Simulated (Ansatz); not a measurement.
**The cluster B₅N₆−: trial inputs and their diagnosis**

Aim: try 1 input for the cluster B₅N₆− as typed, read how each ends, and find what has to change.

Program: Ansatz 0.2.0, Gaussian basis. Level of theory: the settings change from run to run. These are calculated values, not measurements.

3 further runs of the same task are left out: 1 that didn't finish, 2 set aside as unsound or not needed.

## Step 1: The geometry

The geometry comes from an earlier relaxation with B3LYP-D4/def2-SVPD; it is a stationary point, not always the lowest conformer.

11 atoms, charge -1, spin multiplicity 1.

Atoms are counted from 1 here; the program's logs count them from 0.

Bond lengths: B1–N8 1.281 Å, B1–N9 1.381 Å, B2–N9 1.313 Å, B2–N11 1.347 Å, B3–N6 1.327 Å, B3–N11 1.327 Å, B4–N7 1.381 Å, B4–N10 1.281 Å, B5–N6 1.347 Å, B5–N7 1.313 Å, N8–N10 1.368 Å. Angles: N8–B1–N9 175.1°, N9–B2–N11 175.7°, N6–B3–N11 177.0°, N7–B4–N10 175.1°, N6–B5–N7 175.7°, B3–N6–B5 120.4°, B4–N7–B5 113.9°, B1–N8–N10 136.4°, B1–N9–B2 113.9°, B4–N10–N8 136.3°, B2–N11–B3 120.4°.

As a file:

```
B    -0.2202   -2.0993   -0.0389
B     1.8282   -1.1483   -0.0180
B     1.7157    1.1697    0.0243
B    -2.0353    0.5616    0.0070
B    -0.4016    2.1208    0.0382
N     0.9397    2.2462    0.0427
N    -1.6956    1.9004    0.0321
N    -1.4725   -1.8316   -0.0361
N     1.1504   -2.2722   -0.0397
N    -2.2436   -0.7017   -0.0166
N     2.4347    0.0544    0.0050
```

## Step 2: Attempt 1

File in.yaml:

```yaml
crystal:
  periodic: [false, false, false]
  atoms:
    - {symbol: B, position_ang: [-0.220159, -2.099276, -0.038888]}
    - {symbol: B, position_ang: [1.828218, -1.148277, -0.018022]}
    - {symbol: B, position_ang: [1.715739, 1.169732, 0.024271]}
    - {symbol: B, position_ang: [-2.035300, 0.561650, 0.006961]}
    - {symbol: B, position_ang: [-0.401578, 2.120821, 0.038241]}
    - {symbol: N, position_ang: [0.939673, 2.246150, 0.042712]}
    - {symbol: N, position_ang: [-1.695624, 1.900388, 0.032095]}
    - {symbol: N, position_ang: [-1.472457, -1.831639, -0.036062]}
    - {symbol: N, position_ang: [1.150406, -2.272229, -0.039746]}
    - {symbol: N, position_ang: [-2.243623, -0.701702, -0.016581]}
    - {symbol: N, position_ang: [2.434694, 0.054381, 0.005029]}
basis:
  gaussian: {orbitals: cc-pVTZ}
total_charge: -1
hamiltonian: {xc: {name: wB97X-V}}
charge: 1
```

Started as:

```console
> ansatz run in.yaml --threads 4 --pin off --events-out ev --progress --plain --max-ram 4787MiB
```

Before running them: what should the planned runs give, taken together?

As calculated:

```csv
attempt,level,ended,cause,time
1,wB97X-V/cc-pVTZ,refused,the input holds a key that doesn't belong there,0.05 s
```

1 refused. A refusal costs next to no computing time.
